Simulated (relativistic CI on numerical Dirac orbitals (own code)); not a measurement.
# Nd²⁺: one ion under different settings

How much do the settings matter for Nd²⁺? One ion, several inputs.

Program: relativistic CI on numerical Dirac orbitals (own code) version 3. Level of theory: Dirac-Coulomb-Breit CI, KLI orbitals optimised for each configuration, model QED (radiative potential, 1s self-energy scaled to tabulated hydrogen-like ionisation energies), numerical settings as typed. These are calculated values, not measurements, unless marked.

**1. Starting point**

```
ion            : Nd²⁺ (Nd III)
nuclear charge : 60
electrons      : 58
isotope        : A = 142
```

**2. An attempt**

Input settings:

```ini
atom Nd  Z=60  charge=2  electrons=58
nucleus A=142  rms_radius_fm=4.9123
hamiltonian dirac-coulomb  breit=on  qed=on  c_scale=1
orbitals kli  potential=per-configuration
slater_scale 1
correlation none
mixing on
grid step=0.0125 r_max=2.01
scf mixing=0.4 start=green max_iterations=72 tolerance=2e-08 node_fill=0.05
configurations
  [Xe] 4f4
end
```

The run is started by

```
$ python run_levels.py task.json out
```

One command runs all members of the session, one after another, from task.json.

Results of the run (chosen fields of its result record, rounded):

```text
{
  "status": "not_converged",
  "warnings": ["SCF of 1s2 2s2 2p6 3s2 3p6 3d10 4s2 4p6 4d10 4f4 5s2 5p6 stopped: an orbital could not be found"],
  "scf_steps of the first configuration [iteration, E_Ha, residual, outer_eigenvalue_Ha]": [
    [0, "-", "-", "5p3/2 not found"]
  ]
}
```

Run time: 0.01 s. Hardware: 1 thread, shared host.

What went wrong: the run ended without a result. During the SCF the search lost an orbital: no solution with the right number of nodes was found in that cycle's potential. The input had end of the grid 2.01. The cure is to restore the usual settings.

**3. The mended input**

The settings differ from step 2 so:

```diff
@@ -7,4 +7,4 @@
 mixing on
-grid step=0.0125 r_max=2.01
-scf mixing=0.4 start=green max_iterations=72 tolerance=2e-08 node_fill=0.05
+grid step=0.0125 r_max=67.1
+scf mixing=0.4 start=green max_iterations=150 tolerance=2e-08 node_fill=0.05
 configurations
```

From the record:

```text
{
  "status": "converged",
  "levels [i, E_cm, J2, conf, term, w_term, w_jj]": [
    [0, 0, 8, "4f4", "5I", 0.9841, 0.3996],
    [1, 1097.0851, 10, "4f4", "5I", 0.9909, 0.5989],
    [2, 2328.2354, 12, "4f4", "5I", 0.9929, 0.7236],
    [3, 3662.5502, 14, "4f4", "5I", 0.9883, 0.516],
    [4, 5073.9594, 16, "4f4", "5I", 0.9762, 0.4619],
    [5, 13443.387, 2, "4f4", "5F", 0.9646, 0.6609],
    [6, 13836.151, 4, "4f4", "5F", 0.9607, 0.58],
    [7, 14481.255, 6, "4f4", "5F", 0.9699, 0.4445],
    [8, 15059.975, 4, "4f4", "5S", 0.9605, 0.4839],
    [9, 15256.337, 8, "4f4", "5F", 0.9505, 0.5074],
    [10, 15776.832, 12, "4f4", "3K", 0.9892, 0.4955],
    [11, 16260.212, 10, "4f4", "5F", 0.951, 0.4189],
    [12, 16898.936, 14, "4f4", "3K", 0.9041, 0.4233],
    [13, 18200.499, 16, "4f4", "3K", 0.8354, 0.359],
    "... 16 more rows left out ..."
  ],
  "total_energy [Ha]": -9610.8924599,
  "n_levels_all": 107,
  "overlap": 1.41348e-11,
  "scf_iterations": [13],
  "orbital_energies [Ha]": {"1s": -1592.64, "2s": -258.139, "2p1/2": -244.174, "2p3/2": -225.114, "3s": -56.6651, "3p1/2": -50.7252, "3p3/2": -46.9086, "3d3/2": -36.6011, "3d5/2": -35.7772, "4s": -11.8515, "4p1/2": -9.60945, "4p3/2": -8.79213, "4d3/2": -5.11107, "4d5/2": -4.96703, "5s": -2.22414, "5p1/2": -1.62756, "5p3/2": -1.51679, "4f5/2": -0.812273, "4f7/2": -0.797322},
  "configurations [conf, odd, states, E_av_Ha, breit_Ha, qed_Ha]": [
    ["4f4", 0, 1001, -9624.564632, 8.3, 5.545]
  ],
  "scf_steps of the first configuration [iteration, E_Ha, residual, outer_eigenvalue_Ha]": [
    [1, -9610.119478, 1.77, -2.178],
    [2, -9623.331344, 0.622, -1.571],
    [3, -9624.367576, 0.226, -1.49],
    [4, -9624.555574, 0.0723, -1.521],
    [5, -9624.567112, 0.028, -1.512],
    [6, -9624.56528, 0.00275, -1.513],
    [7, -9624.565164, 0.00247, -1.516],
    [8, -9624.564646, 8.61e-05, -1.517],
    [9, -9624.564638, 4.56e-05, -1.517],
    [10, -9624.564632, 1.71e-06, -1.517],
    [11, -9624.564632, 1.1e-07, -1.517],
    [12, -9624.564632, 2.63e-08, -1.517],
    [13, -9624.564632, 1.68e-09, -1.517]
  ]
}
```

Wall time 0.22 s (1 thread, shared host).

**4. Nuclear radius 6.386**

The settings differ from step 3 so:

```diff
@@ -1,3 +1,3 @@
 atom Nd  Z=60  charge=2  electrons=58
-nucleus A=142  rms_radius_fm=4.9123
+nucleus A=142  rms_radius_fm=6.3860
 hamiltonian dirac-coulomb  breit=on  qed=on  c_scale=1
```

From the record:

```text
{
  "status": "converged",
  "levels [i, E_cm, J2, conf, term, w_term]": [
    [0, 0, 8, "4f4", "5I", 0.9841],
    [1, 1097.1147, 10, "4f4", "5I", 0.9909],
    [2, 2328.2967, 12, "4f4", "5I", 0.9929],
    [3, 3662.6443, 14, "4f4", "5I", 0.9883],
    [4, 5074.0865, 16, "4f4", "5I", 0.9762],
    [5, 13443.604, 2, "4f4", "5F", 0.9646],
    [6, 13836.377, 4, "4f4", "5F", 0.9607],
    [7, 14481.497, 6, "4f4", "5F", 0.9699],
    "... 22 more rows left out ..."
  ],
  "total_energy [Ha]": -9610.5844683,
  "n_levels_all": 107,
  "overlap": 1.41357e-11,
  "scf_iterations": [13],
  "orbital_energies [Ha]": {"1s": -1592.51, "2s": -258.122, "2p1/2": -244.174, "2p3/2": -225.115, "3s": -56.6618, "3p1/2": -50.7253, "3p3/2": -46.9088, "3d3/2": -36.6013, "3d5/2": -35.7774, "4s": -11.8507, "4p1/2": -9.60948, "4p3/2": -8.79219, "4d3/2": -5.11112, "4d5/2": -4.96707, "5s": -2.22402, "5p1/2": -1.62757, "5p3/2": -1.5168, "4f5/2": -0.812296, "4f7/2": -0.797345},
  "configurations [conf, odd, states, E_av_Ha, breit_Ha, qed_Ha]": [
    ["4f4", 0, 1001, -9624.25084, 8.299, 5.54]
  ],
  "scf_steps of the first configuration [iteration, E_Ha, residual, outer_eigenvalue_Ha]": [
    [1, -9609.806781, 1.77, -2.178],
    [2, -9623.017686, 0.622, -1.571],
    [3, -9624.05381, 0.226, -1.49],
    [4, -9624.241784, 0.0723, -1.521],
    [5, -9624.25332, 0.028, -1.512],
    [6, -9624.251488, 0.00275, -1.513],
    [7, -9624.251372, 0.00247, -1.516],
    [8, -9624.250853, 8.61e-05, -1.517],
    [9, -9624.250846, 4.56e-05, -1.517],
    [10, -9624.25084, 1.71e-06, -1.517],
    [11, -9624.25084, 1.1e-07, -1.517],
    [12, -9624.25084, 2.63e-08, -1.517],
    [13, -9624.25084, 1.68e-09, -1.517]
  ]
}
```

Run time: 0.18 s. Hardware: 1 thread, shared host.

The changed nuclear radius is not that of the isotope named.

**5. End of the grid 100.65, potential mixing 0.05**

Input settings:

```ini
atom Nd  Z=60  charge=2  electrons=58
nucleus A=142  rms_radius_fm=4.9123
hamiltonian dirac-coulomb  breit=on  qed=on  c_scale=1
orbitals kli  potential=per-configuration
slater_scale 1
correlation none
mixing on
grid step=0.0125 r_max=100.65
scf mixing=0.05 start=green max_iterations=150 tolerance=2e-08 node_fill=0.05
configurations
  [Xe] 4f4
end
```

From the record:

```text
{
  "status": "converged",
  "levels [i, E_cm, J2, conf, term, w_term]": [
    [0, 0, 8, "4f4", "5I", 0.9841],
    [1, 1097.0851, 10, "4f4", "5I", 0.9909],
    [2, 2328.2354, 12, "4f4", "5I", 0.9929],
    [3, 3662.5502, 14, "4f4", "5I", 0.9883],
    [4, 5073.9594, 16, "4f4", "5I", 0.9762],
    [5, 13443.387, 2, "4f4", "5F", 0.9646],
    [6, 13836.151, 4, "4f4", "5F", 0.9607],
    [7, 14481.255, 6, "4f4", "5F", 0.9699],
    "... 22 more rows left out ..."
  ],
  "total_energy [Ha]": -9610.8924599,
  "n_levels_all": 107,
  "overlap": 1.41347e-11,
  "scf_iterations": [38],
  "orbital_energies [Ha]": {"1s": -1592.64, "2s": -258.139, "2p1/2": -244.174, "2p3/2": -225.114, "3s": -56.6651, "3p1/2": -50.7252, "3p3/2": -46.9086, "3d3/2": -36.6011, "3d5/2": -35.7772, "4s": -11.8515, "4p1/2": -9.60945, "4p3/2": -8.79213, "4d3/2": -5.11107, "4d5/2": -4.96703, "5s": -2.22414, "5p1/2": -1.62756, "5p3/2": -1.51679, "4f5/2": -0.812273, "4f7/2": -0.797322},
  "configurations [conf, odd, states, E_av_Ha, breit_Ha, qed_Ha]": [
    ["4f4", 0, 1001, -9624.564632, 8.3, 5.545]
  ],
  "scf_steps of the first configuration [iteration, E_Ha, residual, outer_eigenvalue_Ha]": [
    [1, -9610.119478, 1.77, -2.178],
    [2, -9612.491922, 1.61, -2.092],
    [3, -9623.097938, 0.479, -1.39],
    [4, -9621.824896, 0.72, -1.351],
    [5, -9621.423314, 0.781, -1.344],
    [6, -9624.482967, 0.183, -1.378],
    [7, -9624.534325, 0.0945, -1.424],
    [8, -9624.535301, 0.093, -1.423],
    [9, -9624.536491, 0.0933, -1.431],
    [10, -9624.48573, 0.247, -1.676],
    ["...", "...", "...", "..."],
    [29, -9624.564632, 1.72e-07, -1.517],
    [30, -9624.564632, 1.45e-07, -1.517],
    [31, -9624.564632, 6.86e-08, -1.517],
    [32, -9624.564632, 7.36e-08, -1.517],
    [33, -9624.564632, 1.13e-07, -1.517],
    [34, -9624.564632, 1.03e-07, -1.517],
    [35, -9624.564632, 2.43e-08, -1.517],
    [36, -9624.564632, 2.67e-08, -1.517],
    [37, -9624.564632, 2.4e-08, -1.517],
    [38, -9624.564632, 1.92e-08, -1.517]
  ]
}
```

Wall time 0.3 s (1 thread, shared host).

**6. Node fill 0**

The settings differ from step 5 so:

```diff
@@ -7,4 +7,4 @@
 mixing on
-grid step=0.0125 r_max=100.65
-scf mixing=0.05 start=green max_iterations=150 tolerance=2e-08 node_fill=0.05
+grid step=0.0125 r_max=67.1
+scf mixing=0.4 start=green max_iterations=150 tolerance=2e-08 node_fill=0
 configurations
```

From the record:

```text
{
  "status": "converged",
  "levels [i, E_cm, J2, conf, term, w_term]": [
    [0, 0, 8, "4f4", "5I", 0.9853],
    [1, 1056.829, 10, "4f4", "5I", 0.9915],
    [2, 2246.2214, 12, "4f4", "5I", 0.9934],
    [3, 3539.2327, 14, "4f4", "5I", 0.9893],
    [4, 4911.0752, 16, "4f4", "5I", 0.9782],
    [5, 13516.771, 2, "4f4", "5F", 0.967],
    [6, 13900.04, 4, "4f4", "5F", 0.9641],
    [7, 14522.006, 6, "4f4", "5F", 0.9723],
    "... 22 more rows left out ..."
  ],
  "total_energy [Ha]": -9610.8878864,
  "n_levels_all": 107,
  "overlap": 1.41622e-11,
  "scf_iterations": [12],
  "orbital_energies [Ha]": {"1s": -1593.13, "2s": -258.369, "2p1/2": -244.43, "2p3/2": -225.357, "3s": -56.7697, "3p1/2": -50.8349, "3p3/2": -47.0137, "3d3/2": -36.7135, "3d5/2": -35.8876, "4s": -11.879, "4p1/2": -9.63777, "4p3/2": -8.81876, "4d3/2": -5.13764, "4d5/2": -4.99305, "5s": -2.23779, "5p1/2": -1.64031, "5p3/2": -1.52895, "4f5/2": -0.831349, "4f7/2": -0.816161},
  "configurations [conf, odd, states, E_av_Ha, breit_Ha, qed_Ha]": [
    ["4f4", 0, 1001, -9624.565292, 8.306, 5.546]
  ],
  "scf_steps of the first configuration [iteration, E_Ha, residual, outer_eigenvalue_Ha]": [
    [1, -9610.119478, 1.75, -2.178],
    [2, -9623.270036, 0.614, -1.576],
    [3, -9624.364315, 0.224, -1.499],
    [4, -9624.545139, 0.0651, -1.529],
    [5, -9624.565066, 0.0256, -1.523],
    [6, -9624.565657, 0.00259, -1.525],
    [7, -9624.565429, 0.00197, -1.528],
    [8, -9624.565293, 7.69e-05, -1.529],
    [9, -9624.565291, 1.58e-05, -1.529],
    [10, -9624.565292, 1.13e-06, -1.529],
    [11, -9624.565292, 3.13e-08, -1.529],
    [12, -9624.565292, 1.07e-08, -1.529]
  ]
}
```

Wall time 0.22 s (1 thread, shared host).

**7. Nuclear radius 49.123**

Input settings:

```ini
atom Nd  Z=60  charge=2  electrons=58
nucleus A=142  rms_radius_fm=49.1230
hamiltonian dirac-coulomb  breit=on  qed=on  c_scale=1
orbitals kli  potential=per-configuration
slater_scale 1
correlation none
mixing on
grid step=0.0125 r_max=67.1
scf mixing=0.4 start=green max_iterations=83 tolerance=2e-08 node_fill=0.05
configurations
  [Xe] 4f4
end
```

From the record:

```text
{
  "status": "converged",
  "levels [i, E_cm, J2, conf, term, w_term]": [
    [0, 0, 8, "4f4", "5I", 0.9841],
    [1, 1099.8508, 10, "4f4", "5I", 0.9909],
    [2, 2333.9694, 12, "4f4", "5I", 0.9929],
    [3, 3671.3504, 14, "4f4", "5I", 0.9883],
    [4, 5085.8495, 16, "4f4", "5I", 0.9762],
    [5, 13463.686, 2, "4f4", "5F", 0.9646],
    [6, 13857.245, 4, "4f4", "5F", 0.9606],
    [7, 14503.905, 6, "4f4", "5F", 0.9698],
    "... 22 more rows left out ..."
  ],
  "total_energy [Ha]": -9582.0014057,
  "n_levels_all": 107,
  "overlap": 1.4165e-11,
  "scf_iterations": [13],
  "orbital_energies [Ha]": {"1s": -1580.44, "2s": -256.626, "2p1/2": -244.199, "2p3/2": -225.191, "3s": -56.3527, "3p1/2": -50.7339, "3p3/2": -46.9293, "3d3/2": -36.6198, "3d5/2": -35.7953, "4s": -11.7807, "4p1/2": -9.61243, "4p3/2": -8.79772, "4d3/2": -5.11548, "4d5/2": -4.97131, "5s": -2.2128, "5p1/2": -1.62853, "5p3/2": -1.51809, "4f5/2": -0.814437, "4f7/2": -0.79945},
  "configurations [conf, odd, states, E_av_Ha, breit_Ha, qed_Ha]": [
    ["4f4", 0, 1001, -9595.162375, 8.212, 5.122]
  ],
  "scf_steps of the first configuration [iteration, E_Ha, residual, outer_eigenvalue_Ha]": [
    [1, -9580.820032, 1.77, -2.178],
    [2, -9593.941626, 0.619, -1.572],
    [3, -9594.967726, 0.224, -1.491],
    [4, -9595.153554, 0.0709, -1.521],
    [5, -9595.164859, 0.0275, -1.513],
    [6, -9595.163025, 0.00266, -1.514],
    [7, -9595.162896, 0.00243, -1.517],
    [8, -9595.162388, 8.57e-05, -1.518],
    [9, -9595.162381, 4.68e-05, -1.518],
    [10, -9595.162375, 1.68e-06, -1.518],
    [11, -9595.162375, 7.82e-08, -1.518],
    [12, -9595.162375, 2.41e-08, -1.518],
    [13, -9595.162375, 1.42e-09, -1.518]
  ]
}
```

Run time: 0.17 s. Hardware: 1 thread, shared host.

A bad setting: its result is shown only for the comparison.

**8. Comparison**

| setting | total energy less usual (Ha) | largest shift of a level among the lowest eight of both runs, same label and place (cm⁻¹) | SCF iterations | time | lowest level | kind of change |
| --- | --- | --- | --- | --- | --- | --- |
| usual | 0 | 0 | 13 | 0.22 s | 4f4 5I4 | - |
| nuclear radius 6.386 | 0.308 | 0.243 | 13 | 0.18 s | 4f4 5I4 | unphysical constant |
| end of the grid 100.65, potential mixing 0.05 | 0 | 0 | 38 | 0.3 s | 4f4 5I4 | numerical |
| node fill 0 | 0.00457 | 163 | 12 | 0.22 s | 4f4 5I4 | numerical |
| nuclear radius 49.123 | 28.9 | 22.7 | 13 | 0.17 s | 4f4 5I4 | unsound |

**9. Results**

```
                    quantity          value
lowest level, usual settings        4f4 5I4
                total energy  -9610.8925 Ha
            first excitation    1097.1 cm⁻¹
       runs without a result              1
```

What this shows: Among the runs whose levels can be followed, they move most under «node fill 0» (numerical), by up to 163 cm⁻¹. No visible change in the result comes from «end of the grid 100.65, potential mixing 0.05». «End of the grid 100.65, potential mixing 0.05» costs 38 SCF iterations against 13. Only the listed configurations are in the model. Near neutrality, missing correlation can shift configurations against each other by thousands of cm⁻¹.
